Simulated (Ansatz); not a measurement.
**PBE-QIDH/cc-pVDZ run of CH7NOSi (SMILES CO[SiH2]N)**

Aim: the energy change on altering one bond length of CH7NOSi at PBE-QIDH/cc-pVDZ, from 2 runs. 

The results are computed with Ansatz 0.2.0.

123 further runs of the same task are left out: 123 set aside as unsound or not needed.

## (1) The structure to begin with

CH7NOSi: 11 atoms, total charge 0, spin state singlet. SMILES: `CO[SiH2]N`. The coordinates come from a PBE0-D4/def2-TZVP relaxation. This is one conformer, not always the lowest.

Bond lengths: C1–O2 1.407 Å, O2–Si3 1.648 Å, Si3–N4 1.701 Å, C1–H5 1.097 Å, C1–H6 1.091 Å, C1–H7 1.097 Å, Si3–H8 1.488 Å, Si3–H9 1.488 Å, N4–H10 1.007 Å, N4–H11 1.007 Å. Some angles: C1–O2–Si3 122.1°, O2–Si3–N4 112.5°, O2–C1–H5 111.7°, O2–C1–H6 108.5°, O2–C1–H7 111.7°, O2–Si3–H8 108.4°, O2–Si3–H9 108.6°, N4–Si3–H8 108.4°, N4–Si3–H9 108.2°, Si3–N4–H10 120.7°.

## (2) A single-point energy at PBE-QIDH/cc-pVDZ

File molecule.yaml:

```yaml
crystal:
  periodic: [false, false, false]
  atoms:
    - {symbol: C, position_ang: [-0.655300, 1.711900, 0.500200]}
    - {symbol: O, position_ang: [-0.610600, 0.508700, -0.227100]}
    - {symbol: Si, position_ang: [0.533800, -0.642700, 0.054300]}
    - {symbol: "N", position_ang: [0.344700, -2.006900, -0.943700]}
    - {symbol: H, position_ang: [0.258400, 2.302900, 0.362300]}
    - {symbol: H, position_ang: [-1.501500, 2.301200, 0.142400]}
    - {symbol: H, position_ang: [-0.790700, 1.531800, 1.573800]}
    - {symbol: H, position_ang: [0.421900, -1.079900, 1.472300]}
    - {symbol: H, position_ang: [1.874600, -0.055000, -0.212100]}
    - {symbol: H, position_ang: [-0.403400, -2.661100, -0.783300]}
    - {symbol: H, position_ang: [0.593600, -1.968000, -1.918400]}
basis:
  gaussian: {orbitals: cc-pVDZ}
hamiltonian: {xc: {name: PBE-QIDH}}
correlation: {frozen_orbitals: {C: 1, H: 0, "N": 1, O: 1, Si: 5}}
accuracy: high
output: {orbitals: {seedname: orbitals}}
```

Run with:

```console
$ ansatz run molecule.yaml --threads 1 --pin off --max-ram 3480MiB --events-out events.jsonl --progress --plain --runs-dir runs
```

What it wrote:

```text
Warning: RAYON_NUM_THREADS=1 ignored (pool sized by the plan → 1); use --threads N
Functional definition: PBE-QIDH
  name "PBE-QIDH"
  parameter a = 3^(-1/3)
  parameter c = 1/3
  exchange = (1 - a)*pbe_x + a*exact_x
  correlation = (1 - c)*pbe_c + c*(mp2_os + mp2_ss)
2294 factors; integrals over basis functions are off by at most 6.4e-9 eV
mean field evaluation 1: about -12544.1351 eV, gradient 4.4e1 eV
mean field evaluation 2: about -12544.2184 eV, gradient 4.4e1 eV
mean field evaluation 4: about -12547.9617 eV, gradient 3.2e0 eV
mean field evaluation 8: about -12547.9865 eV, gradient 2.6e-1 eV
mean field evaluation 16: about -12547.9866 eV, gradient 2.4e-5 eV
mean field -12547.98661169 eV, -461.1300026490 hartree, gradient 2.3e-8 eV, S^2 0.000000; 0 other end points of the search recorded, 0 dependent functions left out
8 core orbitals not correlated: weight in the atoms' cores, before any rotation towards them, 1.000 or more for the frozen orbitals, at most 0.000 for the correlated occupied ones
reference -12547.98661280 eV, -461.1300026894 hartree; 13, 13 occupied and 74, 74 virtual orbitals, 2294 factors
second order -18.46840770 eV of doubles, -0.00000000 eV of singles
Total energy: -12554.14274870 eV, -461.3562365110 hartree
```

It took 14 s on 1 thread of Arm Neoverse V2, shared host; peak memory 0.33 GiB.

## (3) The distorted shape, same level

File input.yaml:

```yaml
crystal:
  periodic: [false, false, false]
  atoms:
    - symbol: C
      position_ang: [-0.779751, 1.692450, 0.987555]
    - symbol: O
      position_ang: [-0.735051, 0.489250, 0.260255]
    - symbol: Si
      position_ang: [0.409349, -0.662150, 0.541655]
    - symbol: "N"
      position_ang: [0.220249, -2.026350, -0.456345]
    - symbol: H
      position_ang: [0.133949, 2.283450, 0.849655]
    - symbol: H
      position_ang: [-1.625951, 2.281750, 0.629755]
    - symbol: H
      position_ang: [-0.915151, 1.512350, 2.061155]
    - symbol: H
      position_ang: [0.297449, -1.099350, 1.959655]
    - symbol: H
      position_ang: [1.750149, -0.074450, 0.275255]
    - symbol: H
      position_ang: [-0.527851, -2.680550, -0.295945]
    - symbol: H
      position_ang: [0.593600, -1.968000, -1.918400]
basis:
  gaussian: {orbitals: cc-pVDZ}
hamiltonian: {xc: {name: PBE-QIDH}}
correlation: {frozen_orbitals: {C: 1, H: 0, "N": 1, O: 1, Si: 5}}
accuracy: high
output: {orbitals: {seedname: orbitals}}
```

Run with:

```console
$ ansatz run input.yaml --threads 1 --pin off --max-ram 3480MiB --events-out events.jsonl --progress --plain --runs-dir runs
```

What it wrote (excerpt; [...] marks lines left out):

```text
Warning: RAYON_NUM_THREADS=1 ignored (pool sized by the plan → 1); use --threads N
Functional definition: PBE-QIDH
  name "PBE-QIDH"
[...]
2302 factors; integrals over basis functions are off by at most 6.2e-9 eV
[...]
mean field -12545.34546112 eV, -461.0329421556 hartree, gradient 5.5e-8 eV, S^2 0.000000; 0 other end points of the search recorded, 0 dependent functions left out
8 core orbitals not correlated: weight in the atoms' cores, before any rotation towards them, 1.000 or more for the frozen orbitals, at most 0.000 for the correlated occupied ones
reference -12545.34546228 eV, -461.0329421983 hartree; 13, 13 occupied and 74, 74 virtual orbitals, 2302 factors
second order -18.95070016 eV of doubles, -0.00000000 eV of singles
Total energy: -12551.66236234 eV, -461.2650839936 hartree
```

Wall time 14 s (1 thread of Arm Neoverse V2, shared host); peak memory 0.33 GiB.

## (4) Summary of results

At PBE-QIDH/cc-pVDZ, 8 core orbitals frozen:

| quantity | value |
| --- | --- |
| first shape: total energy | -461.35624 Eh |
| first shape: HOMO energy (SCF part's orbitals) | -9.96 eV |
| first shape: LUMO energy (SCF part's orbitals) | 3.30 eV |
| first shape: HOMO–LUMO gap (SCF part's orbitals) | 13.26 eV |
| distorted shape: total energy | -461.26508 Eh |
| distorted shape: HOMO energy (SCF part's orbitals) | -9.81 eV |
| distorted shape: LUMO energy (SCF part's orbitals) | 0.90 eV |
| distorted shape: HOMO–LUMO gap (SCF part's orbitals) | 10.72 eV |
| energy change with the N4–H11 bond stretched from 1.007 to 1.510 Å | 2.480 eV |

In words: With the N4–H11 bond stretched from 1.007 to 1.510 Å the energy rises by 2.48 eV (57 kcal/mol). The first shape isn't relaxed at this level, so the change isn't measured from a minimum.
